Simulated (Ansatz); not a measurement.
# CHAlClNO: up Jacob's ladder to CCSD(T)

An exercise on one series of results from a longer session: the logs are not shown, and one member is left open.

Method: functionals in def2-TZVPP, the program's frozen cores in correlated methods; program: Ansatz 0.2.0, Gaussian basis.

Plan: LDA (SPW92), PBE-D4, revPBE-D4, BLYP-D4, r2SCAN-D4, B97M-V, PBE0-D4, B3LYP-D4, r2SCANh-D4, r2SCAN0-D4, HSE06-D4, BHLYP-D4, CAM-B3LYP-D4, LC-ωPBE, ωB97X-V, ωB97M-V, B2PLYP, PBE-QIDH; CCSD(T)/def2-SVP; CCSD(T)/def2-TZVPP; MP2/def2-QZVPP; extrapolation to the limit; RPA on PBE.

## The geometry

All runs share one geometry, relaxed beforehand with PBE0-D4 in a triple-zeta def2 set.

SMILES `O=C=[N][AlH][Cl]`, 6 atoms, charge 0, spin multiplicity 1.

Atoms are counted from 1 here; the program's logs count them from 0.

Bond lengths: O1–C2 1.164 Å, C2–N3 1.197 Å, N3–Al4 1.756 Å, Al4–Cl5 2.083 Å, Al4–H6 1.562 Å. Angles: O1–C2–N3 179.3°, C2–N3–Al4 173.9°, N3–Al4–Cl5 117.9°, N3–Al4–H6 120.9°, Cl5–Al4–H6 121.2°.

Coordinates:

```xyz
6
charge 0, multiplicity 1
O    -0.59359   -1.77881   -2.27141
C    -0.42417   -1.08660   -1.35159
N    -0.26402   -0.37687   -0.40156
Al    0.14690    0.68651    0.93436
Cl    2.09023    1.43178    1.02526
H    -0.91326    1.06009    2.01872
```

Set-up of the first run:

Contents of in.yaml:

```yaml
crystal:
  periodic: [false, false, false]
  atoms:
    - {symbol: O, position_ang: [-0.593587, -1.778813, -2.271408]}
    - {symbol: C, position_ang: [-0.424167, -1.086597, -1.351587]}
    - {symbol: N, position_ang: [-0.264019, -0.376865, -0.401556]}
    - {symbol: Al, position_ang: [0.146900, 0.686507, 0.934362]}
    - {symbol: Cl, position_ang: [2.090231, 1.431777, 1.025264]}
    - {symbol: H, position_ang: [-0.913260, 1.060091, 2.018723]}
basis:
  gaussian: {orbitals: def2-TZVPP}
hamiltonian: {xc: lda}
output: {orbitals: {seedname: orbitals}}
```

Among the steps run: LDA; PBE-D4 (GGA); revPBE-D4 (GGA); BLYP-D4 (GGA); r2SCAN-D4 (meta-GGA); B97M-V (meta-GGA); PBE0-D4 (hybrid); B3LYP-D4 (hybrid); r2SCANh-D4 (hybrid); r2SCAN0-D4 (hybrid); HSE06-D4 (hybrid); BHLYP-D4 (hybrid); CAM-B3LYP-D4 (range-separated); LC-ωPBE-D4 (range-separated; the results give it without D4); ωB97X-V (range-separated); ωB97M-V (range-separated); B2PLYP (double hybrid); PBE-QIDH (double hybrid).

One of the session's tables, all rows but one given; the rest of the session is left out.

It belongs to the step «Orbital energies across the functionals». 

| functional | HOMO (eV) | LUMO (eV) | gap (eV) |
| --- | --- | --- | --- |
| LDA (SPW92) | -7.72 | -2.60 | 5.12 |
| PBE-D4 | -7.49 | -2.31 | 5.18 |
| revPBE-D4 | -7.41 | -2.19 | 5.22 |
| BLYP-D4 | -7.35 | -2.20 | 5.15 |
| r2SCAN-D4 | -7.81 | -1.99 | 5.83 |
| B97M-V | -7.83 | -2.13 | 5.70 |
| PBE0-D4 | -8.89 | -1.55 | 7.34 |
| B3LYP-D4 | -8.64 | -1.76 | 6.87 |
| r2SCANh-D4 | -8.33 | -1.73 | 6.61 |
| r2SCAN0-D4 | -9.12 | -1.35 | 7.78 |
| HSE06-D4 | -8.49 | -1.91 | 6.58 |
| BHLYP-D4 | -10.19 | -0.77 | 9.42 |
| CAM-B3LYP-D4 | -10.26 | -0.62 | 9.64 |
| LC-ωPBE | -11.60 | 0.49 | 12.09 |
| ωB97X-V | -11.23 | 0.39 | 11.62 |
| ωB97M-V | ? | ? | ? |

Q: Estimate the row for ωB97M-V from the others.

The run gave: HOMO (eV): -11.12; LUMO (eV): 0.14; gap (eV): 11.26. In the column «HOMO (eV)» it lies between ωB97X-V (-11.23) and CAM-B3LYP-D4 (-10.26).
